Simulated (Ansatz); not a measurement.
# GaGe (quartet): wB97X-V, wB97M-V over a scan of the distance Ge1–Ga2, cc-pVDZ

How well do these functionals follow the top wave-function level for GaGe (quartet) over a scan of the distance Ge1–Ga2?

Computed with Ansatz 0.2.0, Gaussian basis. Level: cc-pVDZ, all electrons in the functionals.

Plan: wB97X-V, wB97M-V, at 1.973 Å; 2.259 Å; 2.472 Å; 2.781 Å; 3.008 Å; 3.343 Å; 3.887 Å; 4.523 Å; 5.419 Å; 6.694 Å; 8.458 Å.

22 further runs of the same task are left out: 3 for a known fault of the program, 13 that didn't finish, 6 set aside as unsound or not needed. Runs told in other sessions of the task aren't counted.

## Step 1: The system

The geometry derives from a PBE0/def2-TZVP stationary point (not a proven minimum). One bond is set to the value named and the two fragments are kept rigid. No spin-orbit coupling is included. The filled d shell of Ge, Ga may be among the frozen orbitals whatever the setting's name suggests.

2 atoms, charge 0, spin multiplicity 4.

Atoms are counted from 1 here; the program's logs count them from 0.

Bond lengths: Ge1–Ga2 2.472 Å.

No dispersion term is added; wB97X-V, wB97M-V hold VV10 nonlocal correlation.

The geometry shown and the zero of energy belong to the point 2.472 Å. The yardstick, FCI, and other wave-function levels (R restricted, U unrestricted, valence and pair active spaces) come from earlier runs.

## Step 2: wB97X-V, 1.973 Å

File in.yaml:

```yaml
crystal:
  periodic: [false, false, false]
  atoms:
    - {symbol: Ge, position_ang: [0.000000, 0.000000, 0.000000]}
    - {symbol: Ga, position_ang: [0.000000, 0.000000, 1.973000]}
basis:
  gaussian: {orbitals: cc-pVDZ}
magnetization: {spin_polarized: true, initial_magnetization: 3}
hamiltonian: {xc: {name: wB97X-V}}
```

Run with:

```bash
$ ansatz run in.yaml --threads 1 --pin off --events-out ev --progress --plain --max-ram 2393MiB
```

Further steps of the session: wB97X-V, 2.259 Å; wB97X-V, 2.472 Å; wB97X-V, 2.781 Å; wB97X-V, 3.008 Å; wB97X-V, 3.343 Å; wB97X-V, 3.887 Å; wB97X-V, 4.523 Å; wB97X-V, 5.419 Å; wB97X-V, 6.694 Å; wB97X-V, 8.458 Å; wB97M-V, 1.973 Å; wB97M-V, 2.259 Å; wB97M-V, 2.472 Å; wB97M-V, 2.781 Å; wB97M-V, 3.008 Å; wB97M-V, 3.343 Å; wB97M-V, 3.887 Å; wB97M-V, 4.523 Å; wB97M-V, 5.419 Å; wB97M-V, 6.694 Å; wB97M-V, 8.458 Å.

Before running them: what should the planned runs give, taken together? Wanted: span of the FCI curve; largest miss, wB97X-V; largest miss, wB97M-V.

As calculated:

```
             quantity                value
span of the FCI curve             2.073 eV
largest miss, wB97X-V  -0.403 eV (1.973 Å)
largest miss, wB97M-V  -0.360 eV (1.973 Å)
```

**Reading.** Of the functionals, wB97M-V keep the smallest largest miss at the points compared (at most 0.360 eV) and wB97X-V strays most (0.403 eV, at 1.973 Å). Functionals and the yardstick converge differently with the basis, so part of each miss in cc-pVDZ is the basis.
